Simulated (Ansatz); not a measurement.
# RuSi (triplet): from Hartree-Fock to the top rungs, def2-SVP

One table from this session's results is given with a row withheld; the runs are named, their logs left out.

Program: Ansatz 0.2.0, Gaussian basis. Level of theory: def2-SVP, core rule «outside noble gas», up to 9 orbitals frozen. These are calculated values, not measurements.

The runs, in order: UHF; CCSD(T) on ROHF; CCSD(T) on UHF; CISD; CCSDT(Q) on ROHF; CCSDT(Q) on UHF; CASSCF and MRCISD+Q, 12 electrons in 10 orbitals; CASSCF and NEVPT2, 12 electrons in 10 orbitals.

6 further runs of the same task are left out: 2 for a known fault of the program, 4 set aside as unsound or not needed.

**What is computed**

The geometry is a PBE0/def2-TZVP stationary point (not a proven minimum) of the parent state, kept for this charge and spin. No spin-orbit coupling is included. Elements past krypton take def2 core potentials.

2 atoms, charge 0, spin multiplicity 3.

Atoms are counted from 1 here; the program's logs count them from 0.

Bond lengths: Ru1–Si2 2.032 Å.

Set-up of the first run:

Contents of in.yaml:

```yaml
crystal:
  periodic: [false, false, false]
  atoms:
    - {symbol: Ru, position_ang: [0.000000, 0.000000, 0.000000]}
    - {symbol: Si, position_ang: [0.000000, 0.000000, 2.032000]}
basis:
  gaussian: {orbitals: def2-SVP}
magnetization: {spin_polarized: true, initial_magnetization: 2}
hamiltonian: {xc: hf}
output: {orbitals: {seedname: orbitals}}
```

Launch:

```bash
ansatz run in.yaml --threads 1 --pin off --events-out ev --progress --plain --max-ram 3968MiB --backend cpu
```

Steps of the session up to this table: UHF; CCSD(T) on ROHF; CCSD(T) on UHF; CISD; CCSDT(Q) on ROHF; CCSDT(Q) on UHF; CASSCF and MRCISD+Q, 12 electrons in 10 orbitals; CASSCF and NEVPT2, 12 electrons in 10 orbitals.

One of the session's tables, all rows but one given; the rest of the session is left out.

```
          method  from RCCSDT(Q) (kJ/mol)
            ROHF                   +920.9
             UHF                        ?
            RMP2                    +34.4
            UMP2                   +199.9
            CISD                   +183.3
           RCCSD                    +68.9
           UCCSD                    +59.7
        RCCSD(T)                    +10.7
        UCCSD(T)                    +14.1
          RCCSDT                    +10.1
          UCCSDT                     +8.4
       RCCSDT(Q)                        0
       UCCSDT(Q)                     -4.1
  CASSCF valence                   +567.5
  NEVPT2 valence                   +101.0
  MRCISD valence                    +59.7
MRCISD+Q valence                    +12.8
```

Estimate the missing values for UHF.

The run gave: from RCCSDT(Q) (kJ/mol): +809.5. In the column «from RCCSDT(Q) (kJ/mol)» it lies between CASSCF valence (+567.5) and ROHF (+920.9).

Some runs used a GPU and others CPU threads alone; cost is compared among the CPU runs only.

Among the levels timed on like hardware, those that no quicker one beats, quickest first: CISD (12 s, +183.3 kJ/mol); NEVPT2 valence (13 s, +101.0 kJ/mol); RCCSD(T) (34 s, +10.7 kJ/mol).

Caveats from the session: The determinant is far from a pure spin state, so its energy mixes those of several spin states (harmless only where they are near-degenerate, as at dissociation). Warnings: spin contamination; large T1 diagnostic. Restricted and unrestricted rows rest on different reference determinants; where their highest levels disagree by more than a few hundredths of an eV, they describe different states and don't form one ladder.
